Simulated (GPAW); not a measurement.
The system is SnSe2.

```
Sn Se
1.0
     3.81100    0.00000    0.00000
    -1.90550    3.30042    0.00000
     0.00000    0.00000    6.13600
Sn Se
1 2
Cartesian
  0.0000 0.0000 0.0000
  0.0000 2.2003 1.5279
  1.9055 1.1001 4.6081
```

Base run:

| Quantity | Value |
| --- | --- |
| Program | GPAW 26.7.0 |
| Functional | GLLB-SC |
| Potentials or basis | the program's PAW data sets (release 1.2.1) made for this functional |
| Cutoff | 600 eV |
| Basis | pw |
| k mesh | 7 × 7 × 5 |
| Occupations | fermi-dirac, width 0.05 eV |
| Spin | no spin polarisation |

Its results: band gap on the k mesh, kohn-sham part alone 1.06 eV, indirect (least direct gap 1.44 eV).

Question: The run is repeated on the same cell with these changes: functional from GLLB-SC to TB-mBJ; potentials or basis from the program's PAW data sets (release 1.2.1) made for this functional to GPAW PAW data sets for LDA (gpaw-data 1.2.1). What comes out?

Answer: Band gap on the k mesh 1.35 eV, indirect (least direct gap 1.82 eV).

Caveats: a model potential gives levels but no total energy; spin-orbit coupling is left out, which moves the levels of the heavy elements; an odd mesh through Γ misses points on the zone boundary, where band edges often lie.

Not every run made on this cell is shown here.
